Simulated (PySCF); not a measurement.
# MgPb: bond curves at several levels of theory

An exercise on one series of results from a longer session: the logs are not shown, and one member is left open.

The runs use PySCF 2.14.0; Mg cc-pVDZ, Pb cc-pVDZ-PP with ECP60, scalar-relativistic core potentials.

Set-up of the first run:

Settings of the job:

| Property | Result |
| --- | --- |
| atoms | Mg, Pb |
| charge | 0 |
| basis | Mg cc-pVDZ, Pb cc-pVDZ-PP with ECP60 |
| Hamiltonian | scalar-relativistic core potentials |
| basis functions | 41 |
| electrons treated | 34 |
| masses in u | 23.9850, 207.9766 |
| levels | PBE0, PBE, r²SCAN, MN15, B2PLYP, TPSS, HSE06, HF, MP2, SCS-MP2, CCSD, CCSD(T) |
| grid | 80 radial by 434 angular points |
| occupations | held fixed by the projection of orbital angular momentum |
| dissociation limit | Mg + Pb, each in its ground configuration |
| starting distance in angstrom | 2.750 |
| values of 2S to try | 0, 2 |

On the command line:

```bash
$ OMP_NUM_THREADS=1 python dia.py task.json out
```

Steps of the session up to this table: Input; The PBE0 curve of the state that the search chose; Higher solutions at PBE0; PBE (GGA); r²SCAN (meta-GGA); MN15 (hybrid meta-GGA); B2PLYP; TPSS (meta-GGA); HSE06 (range-separated hybrid); ROHF; MP2 and coupled cluster.

One of the session's tables, all rows but one given; the rest of the session is left out.

Energy (eV) from each level's lowest point:

| R (Å) | ROHF | ROHF-MP2 | ROHF-SCS-MP2 | ROHF-CCSD | ROHF-CCSD(T) |
| --- | --- | --- | --- | --- | --- |
| 2.435 | 0.682 | 0.440 | 0.487 | n/a | n/a |
| 2.548 | 0.391 | 0.192 | 0.228 | 0.240 | 0.222 |
| 2.661 | 0.208 | 0.060 | 0.083 | 0.089 | 0.076 |
| 2.746 | 0.120 | 0.014 | 0.026 | 0.029 | 0.021 |
| 2.831 | 0.063 | 0.000 | 0.002 | 0.002 | 0.000 |
| 2.916 | 0.028 | 0.009 | 0.000 | 0.000 | 0.004 |
| 3.029 | 0.005 | 0.044 | 0.020 | 0.022 | 0.034 |
| 3.171 | ? | ? | ? | ? | ? |
| 3.341 | 0.013 | 0.191 | 0.132 | 0.148 | 0.184 |
| 3.567 | 0.041 | 0.296 | 0.217 | n/a | n/a |

Q: Estimate the row for R (Å) = 3.171 from the others.

Worked estimate for «ROHF». A straight line through the neighbours (3.029, 0.005) and (3.341, 0.013) gives 0.005 + (0.013 − 0.005) × (3.171 − 3.029) / (3.341 − 3.029) = 0.009; a parabola fitted to 4 rows on both sides gives 0.003.

**Answer.** ROHF: 0.000; ROHF-MP2: 0.107; ROHF-SCS-MP2: 0.066; ROHF-CCSD: 0.073; ROHF-CCSD(T): 0.096. In «ROHF» the line misses by +0.009 and the parabola by +0.003. Between these rows the values bend or scatter more than so simple an estimate can follow.
